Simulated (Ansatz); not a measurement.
**GaH₄NSe: basis-set convergence**

Aim: see how fast density functionals converge with the basis set for GaH₄NSe.

Method: one geometry, several basis sets; program: Ansatz 0.2.0, Gaussian basis.

The runs, in order: PBE0-D4/def2-SVP; ωB97M-V/def2-SVP; PBE0-D4/def2-QZVPP; ωB97M-V/def2-QZVPP; the functionals' def2-TZVPP values are taken from earlier runs.

## (1) The relaxed structure

All runs share one geometry, relaxed beforehand with PBE0-D4 in a triple-zeta def2 set.

SMILES `[NH2][GaH][SeH]`, 7 atoms, charge 0, spin multiplicity 1.

Atoms are counted from 1 here; the program's logs count them from 0.

Bond lengths: N1–Ga2 1.809 Å, N1–H4 1.005 Å, N1–H5 1.005 Å, Ga2–Se3 2.330 Å, Ga2–H6 1.554 Å, Se3–H7 1.468 Å. Angles: Ga2–N1–H4 124.2°, Ga2–N1–H5 123.5°, H4–N1–H5 112.3°, N1–Ga2–Se3 115.0°, N1–Ga2–H6 121.8°, Se3–Ga2–H6 123.2°, Ga2–Se3–H7 92.2°.

As a file:

```mol
GaH4NSe
  3D, bonds by distance, orders not assigned

  7  6  0  0  0  0  0  0  0  0999 V2000
   -1.0980    0.4687   -0.9123 N   0  0
    0.0683    0.1764    0.4390 Ga  0  0
    1.6883   -1.4417    0.0087 Se  0  0
   -1.0784   -0.0184   -1.7912 H   0  0
   -1.8457    1.1389   -0.8646 H   0  0
   -0.0174    0.9578    1.7797 H   0  0
    2.2829   -1.2816    1.3407 H   0  0
  1  2  8  0
  2  3  8  0
  1  4  8  0
  1  5  8  0
  2  6  8  0
  3  7  8  0
M  END
```

## (2) PBE0-D4 in def2-SVP

in.yaml reads:

```yaml
crystal:
  periodic: [false, false, false]
  atoms:
    - {symbol: N, position_ang: [-1.098035, 0.468725, -0.912285]}
    - {symbol: Ga, position_ang: [0.068266, 0.176417, 0.438996]}
    - {symbol: Se, position_ang: [1.688317, -1.441728, 0.008674]}
    - {symbol: H, position_ang: [-1.078391, -0.018421, -1.791225]}
    - {symbol: H, position_ang: [-1.845658, 1.138872, -0.864577]}
    - {symbol: H, position_ang: [-0.017418, 0.957760, 1.779670]}
    - {symbol: H, position_ang: [2.282908, -1.281615, 1.340747]}
basis:
  gaussian: {orbitals: def2-SVP}
hamiltonian: {xc: pbe0, dispersion: d4}
output: {orbitals: {seedname: orbitals}}
```

On the command line:

```bash
$ ansatz run in.yaml --threads 2 --pin off --events-out ev --progress --plain --max-ram 4352MiB
```

The runs that follow: ωB97M-V in def2-SVP; PBE0-D4 in def2-QZVPP; ωB97M-V in def2-QZVPP.

Before running them: what should the planned runs give, taken together? Wanted: PBE0-D4: double and triple zeta above quadruple; ωB97M-V: double and triple zeta above quadruple.

The runs gave:

```
                                       quantity           value
PBE0-D4: double and triple zeta above quadruple  19.31, 2.67 eV
ωB97M-V: double and triple zeta above quadruple  19.25, 2.58 eV
```

PBE0-D4 gains 16.65 eV from double to triple zeta, then 2.67 eV more. These are total energies; as a rule much of such shifts cancels in differences, which this series doesn't test. The LUMO of ωB97M-V is positive and keeps falling with the basis (1.41 to 0.91 eV): an unbound level that the basis holds in place.
